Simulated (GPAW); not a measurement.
KEu3, 4 atoms in the cell. Symmetry: Pm-3m, No. 221, cubic system. Conventional cell: a = 5.885 Å, b = 5.885 Å, c = 5.885 Å, α = 90.00°, β = 90.00°, γ = 90.00°. Around Eu (site symmetry 4/mmm) lie 8 Eu at 4.16 Å and 4 K at 4.16 Å. K (site symmetry m-3m) has 12 Eu at 4.16 Å as nearest neighbours. The cell comes from a database or a generator and needn't be the stable form of this composition.

```yaml
Program: GPAW 26.7.0
Task: single point
Functional: LDA
Potentials_or_basis: the program's PAW data sets (release 1.2.1) made for this functional
Cutoff: 800 eV
Basis: pw
k_mesh: 5 × 5 × 5
Occupations: gaussian, width 0.02 eV
Spin: collinear spin, ferromagnetic start
Starting_moments: "[7.0, 7.0, 7.0, 0.0] μB"
Maxiter: 150
```

Potentials or basis: the program's PAW data sets (release 1.2.1) made for this functional, pw.

Launch:

```sh
$ OMP_NUM_THREADS=1 python run.py
```

Hardware: 1 thread of Arm Neoverse V1, with other jobs on the host.

Question: Estimate the wall time of this run.

Answer: Run time: 7.4 min on 1 thread of Arm Neoverse V1, with other jobs on the host, peak memory 0.54 GiB. Counts: scf iterations 18, plane waves 10495, bands 58, k points 10.
